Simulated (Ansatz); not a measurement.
# K (bcc type): how the settings move a single-point run

Question: which choices in the input matter for K (bcc type)?

Program: Ansatz 0.2.0. Level of theory: reference: DFT, PBEsol, PAW with Ansatz's default frozen-core files, scalar-relativistic. These are calculated values, not measurements.

1 further run of the same task is left out (it didn't finish). Runs told in other sessions of the task aren't counted.

## 1. The structure to begin with

Symmetry: Im-3m, No. 229, cubic system. Conventional cell: a = 4.595 Å, b = 4.595 Å, c = 4.595 Å, α = 90.00°, β = 90.00°, γ = 90.00°. K (site symmetry m-3m) is surrounded by 8 K at 3.98 Å.

As a file:

```cif
data_structure
_symmetry_space_group_name_H-M 'P 1'
_symmetry_Int_Tables_number 1
_cell_length_a 3.9791
_cell_length_b 3.9791
_cell_length_c 3.9791
_cell_angle_alpha 109.471
_cell_angle_beta 109.471
_cell_angle_gamma 109.471
_cell_volume 48.50
loop_
_atom_site_label
_atom_site_type_symbol
_atom_site_fract_x
_atom_site_fract_y
_atom_site_fract_z
_atom_site_occupancy
K1 K 0.00000 0.00000 0.00000 1
```

## 2. Baseline

Contents of input.yaml:

```yaml
crystal:
  lattice:
    - [-2.2973447619, 2.2973447619, 2.2973447619]
    - [2.2973447619, -2.2973447619, 2.2973447619]
    - [2.2973447619, 2.2973447619, -2.2973447619]
  atoms:
    - { symbol: K, position: [0.0, 0.0, 0.0] }
kpoints:
  mp_grid: { grid: [12, 12, 12] }
scf:
  occupations: { method: fermi_dirac, width: 0.05 }
hamiltonian:
  xc: pbesol
  pseudopotentials: { kind: paw }
output:
  forces: true
  stress: true
  eigenvalues: true
  populations: true
```

Run with:

```bash
ansatz run input.yaml --threads 1 --pin off --max-ram 2048MiB --backend cpu --events-out ev --progress --plain --runs-dir out
```

## 3. Changed: mixing.algorithm broyden, mixing.beta 0.1, mixing.ndim 16, xc lda

input.yaml, as its differences from that of step 2:

```diff
@@ -11,4 +11,5 @@
   occupations: { method: fermi_dirac, width: 0.05 }
+  mixing: { algorithm: broyden, beta: 0.1, ndim: 16 }
 hamiltonian:
-  xc: pbesol
+  xc: lda
   pseudopotentials: { kind: paw }
```

What does the calculation give? Wanted: for each run, ending; energy change; pressure; gap; force.

As calculated:

```
                                                                 run     ending   energy change  pressure (GPa)  gap (eV)  force (eV/Å)  cycles   time
                                                           reference  converged               -             2.9      0.00          0.00       6  2.2 s
1: mixing.algorithm broyden, mixing.beta 0.1, mixing.ndim 16, xc lda  converged  not comparable             2.1      0.00          0.00       7  2.6 s
```

Residual by cycle in the longest SCF loop of each run; runs are numbered as in the table. The quantity is the density residual dr2, in eV.

```
cycle  reference    run 1
    1     7.8e-4  0.00296
    2     1.5e-4  0.00241
    3     9.5e-6   1.3e-4
    4     6.4e-7   2.7e-5
    5     1.3e-8   1.2e-6
    6    8.7e-10   4.4e-7
    7          -   2.3e-8
```

A change of functional puts the total energy on another scale; the pressure goes from 2.9 to 2.1 GPa. At this fixed cell a lower pressure means that this functional prefers a smaller volume than the reference.
